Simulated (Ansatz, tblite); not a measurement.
# MoCl6: rung by rung

An exercise on one series of results from a longer session: the logs are not shown, and one member is left open.

Method: as each input shows; program: Ansatz 0.2.0, Gaussian basis.

The runs, in order: GFN1-xTB, GFN2-xTB, PBE-D4/def2-TZVP, r2SCAN-D4/def2-TZVP, CAM-B3LYP-D4/def2-TZVP, BHLYP-D4/def2-TZVP, r2SCANh-D4/def2-TZVP, PBE-D4/def2-SVP, PBE0-D4/def2-SVP, PBE0-D4/def2-TZVPD, PBE-D4/def2-TZVPD, CAM-B3LYP-D4/def2-TZVPD, CCSD(T)/def2-SVP, MP2/def2-TZVP, RPA/def2-TZVP.

3 further runs of the same task are left out: 1 that didn't finish, 2 set aside as unsound or not needed.

**The geometry**

The geometry is that of the singlet, from an earlier relaxation (r2SCAN-D4/def2-SVP).

7 atoms, charge 0, spin multiplicity 1.

Bond lengths: Mo1–Cl2 2.308 Å, Mo1–Cl3 2.308 Å, Mo1–Cl4 2.308 Å, Mo1–Cl5 2.308 Å, Mo1–Cl6 2.308 Å, Mo1–Cl7 2.308 Å. Angles: Cl2–Mo1–Cl3 179.9°, Cl2–Mo1–Cl4 90.1°, Cl2–Mo1–Cl5 90.0°, Cl2–Mo1–Cl6 90.1°, Cl2–Mo1–Cl7 89.9°, Cl3–Mo1–Cl4 89.8°, Cl3–Mo1–Cl5 90.1°, Cl3–Mo1–Cl6 89.8°, Cl3–Mo1–Cl7 90.2°, Cl4–Mo1–Cl5 179.9°, Cl4–Mo1–Cl6 90.1°, Cl4–Mo1–Cl7 90.0°, Cl5–Mo1–Cl6 90.0°, Cl5–Mo1–Cl7 89.9°, Cl6–Mo1–Cl7 179.9°.

Formally the metal is d0. Mo takes a core potential in the def2 sets. No spin-orbit coupling is included.

PBE0-D4/def2-TZVP was run before; its log isn't repeated, and its numbers join the tables.

Set-up of the first run:

Tight binding, by tblite at 300 K electronic temperature and without a spin-polarisation term:

```python
tblite.interface.Calculator('GFN1-xTB', numbers, positions, charge=0, uhf=0).singlepoint()
```

Tight binding, by tblite at 300 K electronic temperature and without a spin-polarisation term:

```python
tblite.interface.Calculator('GFN2-xTB', numbers, positions, charge=0, uhf=0).singlepoint()
```

start.molden holds the orbitals of an earlier run on this state, given as this run's starting guess.

in.yaml

```yaml
crystal:
  periodic: [false, false, false]
  atoms:
    - {symbol: Mo, position_ang: [-0.000146, 0.000122, 0.000651]}
    - {symbol: Cl, position_ang: [-0.028744, -0.015406, 2.308303]}
    - {symbol: Cl, position_ang: [0.032311, 0.018682, -2.307357]}
    - {symbol: Cl, position_ang: [2.307973, 0.014956, 0.025187]}
    - {symbol: Cl, position_ang: [-2.307673, -0.018601, -0.027589]}
    - {symbol: Cl, position_ang: [-0.019105, 2.308107, 0.011361]}
    - {symbol: Cl, position_ang: [0.015375, -2.307859, -0.010556]}
basis:
  gaussian: {orbitals: def2-TZVP, initial_orbitals: start.molden}
hamiltonian: {xc: pbe, dispersion: d4}
scf: {omitted_lower_state_checks: [starts]}
output: {orbitals: {seedname: orbitals}}
```

The run is started by

```
$ ansatz run in.yaml --threads 4 --pin off --events-out ev --progress --plain --max-ram 4787MiB
```

Among the steps run: PBE-D4/def2-TZVP; r2SCAN-D4/def2-TZVP; CAM-B3LYP-D4/def2-TZVP; BHLYP-D4/def2-TZVP; r2SCANh-D4/def2-TZVP; PBE-D4/def2-SVP; PBE0-D4/def2-SVP; PBE0-D4/def2-TZVPD; PBE-D4/def2-TZVPD; CAM-B3LYP-D4/def2-TZVPD; CCSD(T)/def2-SVP; MP2/def2-TZVP; RPA/def2-TZVP.

One table of the session follows, with a row left open; its other results are not shown here.

| method | binding an atom (eV) |
| --- | --- |
| HF/def2-SVP | 0.823 |
| HF/def2-TZVP | 0.840 |
| PBE-D4/def2-SVP | 3.081 |
| PBE-D4/def2-TZVP | 3.002 |
| PBE-D4/def2-TZVPD | 2.992 |
| r2SCAN-D4/def2-TZVP | 2.807 |
| r2SCANh-D4/def2-TZVP | 2.675 |
| PBE0-D4/def2-SVP | 2.689 |
| PBE0-D4/def2-TZVP | 2.643 |
| PBE0-D4/def2-TZVPD | ? |
| BHLYP-D4/def2-TZVP | 2.267 |
| CAM-B3LYP-D4/def2-TZVP | 2.528 |
| CAM-B3LYP-D4/def2-TZVPD | 2.519 |
| RPA/def2-TZVP | 2.338 |
| MP2/def2-SVP | 2.606 |
| MP2/def2-TZVP | 2.838 |
| CCSD/def2-SVP | 2.071 |
| CCSD(T)/def2-SVP | 2.330 |

**Question.** Estimate the row for PBE0-D4/def2-TZVPD.

The run gave: binding an atom (eV): 2.642. In the column «binding an atom (eV)» it lies between MP2/def2-SVP (2.606) and PBE0-D4/def2-TZVP (2.643).

Among the levels timed on like hardware and quicker than the yardstick, those that no quicker one beats, quickest first: PBE-D4/def2-SVP (1.8 s, +0.752 eV); PBE0-D4/def2-SVP (3 s, +0.359 eV); RPA/def2-TZVP (9 s, +0.008 eV).

Limits of these values: Free atoms were run apart at each level; binding is atoms less cluster, divided by the number of atoms, without zero-point or spin-orbit terms. The yardstick is in a double-zeta basis, so levels in larger sets aren't compared like for like. CCSD(T)/def2-SVP isn't at the basis-set limit; small misses against it rank nothing.
